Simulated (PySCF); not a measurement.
# V³⁺: dipole response in aug-cc-pVQZ-DK

Aim: the static polarisability and the C₆ coefficient of V³⁺, method by method.

The numbers are computed with PySCF 2.14.0 (unrestricted determinants in a Gaussian basis, no spin-orbit coupling in the energies), except any that are marked as measured or tabulated.

**1. The atom as given**

```
Element     : vanadium (Z = 23)
Basis       : aug-cc-pVQZ-DK
Hamiltonian : the spin-free X2C one-electron Hamiltonian (Gaussian nucleus)
State 1     : V³⁺: [Ar] 3d2, high-spin 3F determinant
Methods     : PBE0
```

Outer shells as boxes (Hund's rule):

V3+ [Ar] 3d2
```
[Ar] core
3d [↑ ][↑ ][  ][  ][  ]
```

One driver process ran all states and methods and kept the integrals in memory. Each run is shown as a PySCF script that sums up its settings (the driver passes frozen orbitals as a list and adds second-order terms of double hybrids); the logs are those of the runs themselves. The driver starts from symmetry-adapted Hartree-Fock orbitals, holds the occupation by maximum overlap and uses a logarithmic radial grid for functionals, so a plain start would take other cycles.

The driver's launch:

```sh
$ OMP_NUM_THREADS=1 python atomrun2.py TASK.json OUT
```

The integrals over 140 functions and the set-up took 16 s of CPU time.

**2. V³⁺, at PBE0**

PBE0:

input.py

```python
from pyscf import gto, scf, dft, mp, cc
import basis_set_exchange as bse
mol = gto.M(atom="V 0 0 0", charge=3, spin=2, symmetry="D2h",
            basis=gto.basis.parse(bse.get_basis("aug-cc-pVQZ-DK", elements=["V"], fmt="nwchem", header=False)),
            nucmod="G")
mf = dft.UKS(mol, xc="PBE0").sfx2c1e()
mf.irrep_nelec = {'Ag': (4, 3), 'B1g': (1, 0), 'B1u': (2, 2), 'B2u': (2, 2), 'B3u': (2, 2)}
mf.kernel()
```

The log of the run:

```text
damping factor = 0
level_shift factor = 0
DIIS = <class 'pyscf.scf.diis.CDIIS'>
diis_start_cycle = 1
diis_space = 10
diis_damp = 0
SCF conv_tol = 1e-09
SCF conv_tol_grad = None
number electrons alpha = 11  beta = 9
XC functionals = PBE0
    C. Adamo and V. Barone.,  J. Chem. Phys. 110, 6158 (1999)
    M. Ernzerhof and G. E. Scuseria.,  J. Chem. Phys. 110, 5029 (1999)
cycle= 1 E= -947.102895280556  delta_E= -0.0055  |g|= 0.013  |ddm|= 0.957
cycle= 2 E= -947.102926677494  delta_E= -3.14e-05  |g|= 0.00416  |ddm|= 0.0314
cycle= 3 E= -947.10292948979  delta_E= -2.81e-06  |g|= 0.00145  |ddm|= 0.0228
cycle= 4 E= -947.102929861636  delta_E= -3.72e-07  |g|= 3.56e-05  |ddm|= 0.00582
cycle= 5 E= -947.102929861979  delta_E= -3.43e-10  |g|= 3.35e-06  |ddm|= 0.00014
converged SCF energy = -947.102929861979  <S^2> = 2.0008321  2S+1 = 3.0005547
```

Time after the integrals: 4.4 min (1 thread of Neoverse-N1, shared host).

Orbital energies by shell (radii are means over both spins):

```
shell  electrons  mean orbital energy (eV)  spread (eV)  rms radius (bohr)
 1s α          1                   -5435.7            0             0.0768
 1s β          1                   -5435.7            0             0.0768
 2s α          1                   -651.87            0              0.334
 2s β          1                   -650.98            0              0.334
 2p α          3                   -549.40            0              0.304
 2p β          3                   -548.63            0              0.304
 3s α          1                   -109.63            0               1.00
 3s β          1                   -107.04            0               1.00
 3p α          3                   -81.601            0               1.08
 3p β          3                   -78.800            0               1.08
 3d α          2                   -40.784            0               1.29
```

⟨S²⟩ = 2.001, ⟨L²⟩ = 12.01.

The driver then solved the coupled dipole response at imaginary frequencies: mean α = 2.223 bohr³, C₆ = 5.681 au for a like pair.

Radial density 4πr²ρ of V³⁺ at PBE0:

```
r (bohr)   density  spin density
 0.00113     0.176         0.000
 0.00190     0.448         0.000
 0.00320      1.12         0.000
 0.00539      2.70         0.000
 0.00906      6.16         0.000
  0.0152      12.6         0.000
  0.0256      21.6        -0.001
  0.0431      27.4         0.000
  0.0725      23.6         0.001
   0.122      21.6         0.009
   0.205      29.7         0.081
   0.345      18.2         0.450
   0.581      9.22         1.305
   0.977      10.5         1.619
    1.64      2.35         0.692
    2.76    0.0998         0.071
    4.65  0.000454         0.000
```

**3. Polarisabilities and C₆**

V³⁺, in atomic units:

```
method  mean α  C₆ (like pair)  S(−4)
  PBE0   2.223           5.681  1.785
```

α(iu) at PBE0:

```
u (hartree)  α(iu) (bohr³)
          0          2.223
     0.0500          2.218
      0.100          2.205
      0.200          2.156
      0.300          2.085
      0.500          1.909
      0.750          1.682
       1.00          1.474
       1.50          1.130
       2.00         0.8740
       3.00         0.5506
       5.00         0.2683
```

**4. What came out**

| quantity | value |
| --- | --- |
| α of V³⁺ | 2.223 (PBE0) bohr³ |

A single London oscillator with the computed α and C₆ of V³⁺ at PBE0 would have ω = 4 C₆ / (3 α²) = 1.53 hartree. The basis is finite, and no extrapolation was made.
